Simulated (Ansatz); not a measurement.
# Hf: the cost of one run

Method: DFT PBEsol, scalar-relativistic, in Ansatz 0.2.0.

### 1 Starting point

Symmetry: Im-3m, No. 229, cubic system. The conventional cell has a = 3.610 Å, b = 3.610 Å, c = 3.610 Å, α = 90.00°, β = 90.00°, γ = 90.00°. Hf (site symmetry m-3m) is surrounded by 8 Hf at 3.13 Å.

Coordinates:

```
CELL_PARAMETERS angstrom
-1.80500 1.80500 1.80500
1.80500 -1.80500 1.80500
1.80500 1.80500 -1.80500
ATOMIC_POSITIONS crystal
Hf 0.00000 0.00000 0.00000
```

### 2 After the deformation

Space group Im-3m before, I4/mmm after.

### 3 Full-potential LAPW

input.yaml reads:

```yaml
crystal:
  lattice:
    - [-1.8411, 1.8411, 1.805]
    - [1.8411, -1.8411, 1.805]
    - [1.8411, 1.8411, -1.805]
  atoms:
    - { symbol: Hf, position: [0.0, 0.0, 0.0] }
kpoints:
  mp_grid: { grid: [16, 16, 16] }
  band_path:
    path:
      - [0.0, 0.0, 0.0]
      - [0.0, 0.0, 0.5]
      - [-0.5, 0.5, 0.5]
      - [0.0, 0.0, 0.0]
      - [0.4902921953, 0.4902921953, -0.4902921953]
      - [-0.4902921953, 0.5097078047, 0.4902921953]
      - [-0.5, 0.5, 0.5]
      - [0.0, 0.0, 0.5]
      - [0.25, 0.25, 0.25]
    npoints: 5
scf:
  occupations: { method: fermi_dirac, width: 0.08 }
hamiltonian:
  xc: pbesol
  pseudopotentials: { kind: all_electron, lapw: { basis_error: 0.001 } }
output:
  forces: true
  stress: true
  eigenvalues: true
```

The run is started by

```console
$ ansatz run input.yaml --threads 1 --pin off --max-ram 3072MiB --backend cpu --events-out ev --progress --plain --runs-dir out
```

**Question.** How long does this run take on 1 thread of Intel Xeon 6975P-C (Granite Rapids), shared host, and how much memory does it need?

About 18 s, with a peak of 0.55 GiB.
